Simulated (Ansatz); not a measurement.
# H₄OSeSi (SMILES [SiH3]O[SeH]): one structure at several levels

Aim: energy, forces and dipole at a structure displaced at random from a GFN2-xTB minimum, from CCSD(T) and from density functionals.

Program: Ansatz 0.2.0, Gaussian basis. Level of theory: single points in def2-TZVPP. These are calculated values, not measurements.

Correlated methods freeze the cores. Filled d shells of the heavier atoms are correlated. B3LYP uses VWN-RPA correlation.

**1. The starting structure**

SMILES `[SiH3]O[SeH]`, 7 atoms, charge 0, spin multiplicity 1.

Atoms are counted from 1 here; the program's logs count them from 0.

Bond lengths: Si1–O2 1.654 Å, Si1–H4 1.443 Å, Si1–H5 1.477 Å, Si1–H6 1.531 Å, O2–Se3 1.877 Å, Se3–H7 1.496 Å. Angles: O2–Si1–H4 111.8°, O2–Si1–H5 111.0°, O2–Si1–H6 94.5°, H4–Si1–H5 110.4°, H4–Si1–H6 111.2°, H5–Si1–H6 117.0°, Si1–O2–Se3 129.9°, O2–Se3–H7 94.2°.

Coordinates:

```xyz
7
charge 0, multiplicity 1
Si   -0.80670    0.49800   -0.25900
O     0.39130    0.11300    0.81510
Se    2.12730   -0.52830    0.50400
H    -1.30660   -0.66940   -0.94390
H    -0.34110    1.50600   -1.23240
H    -1.78670    0.97140    0.81740
H     1.69000   -1.95000    0.33970
```

**2. CCSD(T)/def2-TZVPP**

run/in.yaml reads:

```yaml
crystal:
  periodic: [false, false, false]
  atoms:
    - {symbol: Si, position_ang: [-0.806700, 0.498000, -0.259000]}
    - {symbol: O, position_ang: [0.391300, 0.113000, 0.815100]}
    - {symbol: Se, position_ang: [2.127300, -0.528300, 0.504000]}
    - {symbol: H, position_ang: [-1.306600, -0.669400, -0.943900]}
    - {symbol: H, position_ang: [-0.341100, 1.506000, -1.232400]}
    - {symbol: H, position_ang: [-1.786700, 0.971400, 0.817400]}
    - {symbol: H, position_ang: [1.690000, -1.950000, 0.339700]}
basis:
  gaussian: {orbitals: def2-TZVPP}
correlation: {method: ccsd_t}
output: {forces: true}
```

The command line of these runs was not kept.

**3. PBE0-D4/def2-TZVPP**

run/in.yaml, as its differences from that of step 2:

```diff
@@ -12,3 +12,3 @@
   gaussian: {orbitals: def2-TZVPP}
-correlation: {method: ccsd_t}
-output: {forces: true}
+hamiltonian: {xc: pbe0, dispersion: d4}
+output: {forces: true, orbitals: {seedname: orbitals}}
```

**4. wB97M-V/def2-TZVPP**

run/in.yaml, as its differences from that of step 3:

```diff
@@ -12,3 +12,3 @@
   gaussian: {orbitals: def2-TZVPP}
-hamiltonian: {xc: pbe0, dispersion: d4}
-output: {forces: true, orbitals: {seedname: orbitals}}
+hamiltonian: {xc: {name: wB97M-V}}
+output: {forces: true}
```

**5. r2SCAN-D4/def2-TZVPP**

run/in.yaml, as its differences from that of step 4:

```diff
@@ -12,3 +12,3 @@
   gaussian: {orbitals: def2-TZVPP}
-hamiltonian: {xc: {name: wB97M-V}}
+hamiltonian: {xc: r2scan, dispersion: d4}
 output: {forces: true}
```

**6. PBE-D4/def2-TZVPP**

run/in.yaml, as its differences from that of step 5:

```diff
@@ -12,3 +12,3 @@
   gaussian: {orbitals: def2-TZVPP}
-hamiltonian: {xc: r2scan, dispersion: d4}
+hamiltonian: {xc: pbe, dispersion: d4}
 output: {forces: true}
```

**7. r2SCANh-D4/def2-TZVPP**

run/in.yaml, as its differences from that of step 6:

```diff
@@ -12,3 +12,3 @@
   gaussian: {orbitals: def2-TZVPP}
-hamiltonian: {xc: pbe, dispersion: d4}
+hamiltonian: {xc: {name: r2SCANh}, dispersion: d4}
 output: {forces: true}
```

**8. B3LYP-D4/def2-TZVPP**

run/in.yaml, as its differences from that of step 7:

```diff
@@ -12,3 +12,3 @@
   gaussian: {orbitals: def2-TZVPP}
-hamiltonian: {xc: {name: r2SCANh}, dispersion: d4}
+hamiltonian: {xc: {name: B3LYP}, dispersion: d4}
 output: {forces: true}
```

(Steps that only read results are left out.)

Q: Predict the outcome of this session. Wanted: energy less free atoms, CCSD(T)/def2-TZVPP; RMS force component; RMS force error; HOMO and LUMO, PBE0-D4; T1 diagnostic.

As calculated:

| quantity | value |
| --- | --- |
| energy less free atoms, CCSD(T)/def2-TZVPP | -465.3 kcal/mol |
| RMS force component | 0.582 to 0.745 eV/Å over the methods |
| RMS force error | PBE0-D4 0.084, wB97M-V 0.062, r2SCAN-D4 0.096, PBE-D4 0.238, r2SCANh-D4 0.075, B3LYP-D4 0.106 eV/Å |
| HOMO and LUMO, PBE0-D4 | -6.90 and -1.93 eV |
| T1 diagnostic | 0.012 |

What this shows: Against CCSD(T) the functionals' energies less atoms differ by -15.2 to -3.1 kcal/mol, PBE-D4 by -15.2 kcal/mol. The reference is not at the basis limit: in triple zeta CCSD(T) underbinds, which counts against methods that bind more; the gaps are no ranking. The forces of wB97M-V come nearest to CCSD(T), those of PBE-D4 are farthest. Frozen-core CCSD(T) forces in triple zeta carry basis errors of their own, and this is one geometry, so small gaps rank nothing.
